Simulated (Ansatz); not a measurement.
# PbO2 (PbO2): the cost of one run

All numbers are computed with Ansatz 0.2.0 through its Python package. The levels of theory stand in the script.

## Step 1: The system

The structure is cubic, space group Fm-3m (No. 225). The conventional cell has a = 5.140 Å, b = 5.140 Å, c = 5.140 Å, α = 90.00°, β = 90.00°, γ = 90.00°. Around Pb (site symmetry m-3m) lie 8 O at 2.23 Å. Around O (site symmetry -43m) lie 4 Pb at 2.23 Å.

No structure file is read: the coordinates are typed or built in the script.

## Step 2: Script

The input, run_lattice.py:

```python
"""How the lattice of PbO2 depends on the functional."""

import logging
import sys
import warnings

import ansatz as az
import numpy as np

logging.basicConfig(stream=sys.stdout, format="%(levelname)s %(message)s")
log = logging.getLogger("run")
log.setLevel(logging.INFO)

def edges_and_angles(cell):
    cell = np.asarray(cell)
    a, b, c = np.linalg.norm(cell, axis=1)
    cosines = cell[1] @ cell[2] / (b * c), cell[0] @ cell[2] / (a * c), cell[0] @ cell[1] / (a * b)
    return (a, b, c, *np.degrees(np.arccos(cosines)))


def main() -> None:
    warnings.simplefilter("ignore", az.DeckWarning)

    structure = (
        az.Lattice.fcc(5.14)
        .space_group(225)
        .atom("Pb", [0.0, 0.0, 0.0])
        .atom("O", [0.25, 0.75, 0.75])
        .primitive()
    )

    calc = (
        structure.calculation()
        .occupations("cold", width=0.01)
        .kpoints(density=2.5)
        .relax(cell=True)
    )

    levels = [("pbesol", "d3bj"), ("pbesol", "none"), ("lda", "none")]
    log.info("level            a       b       c    alpha   beta  gamma  V/atom  steps")
    for name, dispersion in levels:
        seen = []
        run = calc.functional(name, dispersion=dispersion).session().plan()
        outcome = run.execute(on_event=lambda e: seen.append(e) if e["event"] == "relax_step" else None)
        cell = outcome.lattice.cell_ang
        label = name if dispersion == "none" else f"{name}+{dispersion}"
        print("{:13s} {:7.4f} {:7.4f} {:7.4f} {:6.2f} {:6.2f} {:6.2f}".format(label, *edges_and_angles(cell)), f"{abs(np.linalg.det(cell)) / len(outcome.lattice.sites):7.3f} {len(seen):5d}")


if __name__ == "__main__":
    main()
```

## Step 3: Launch

Launch:

```console
> python run_lattice.py
```

Q: Estimate wall time and peak memory on 1 thread of Intel Xeon 6975P-C (Granite Rapids), shared host.

About 12 s, with a peak of 0.41 GiB.
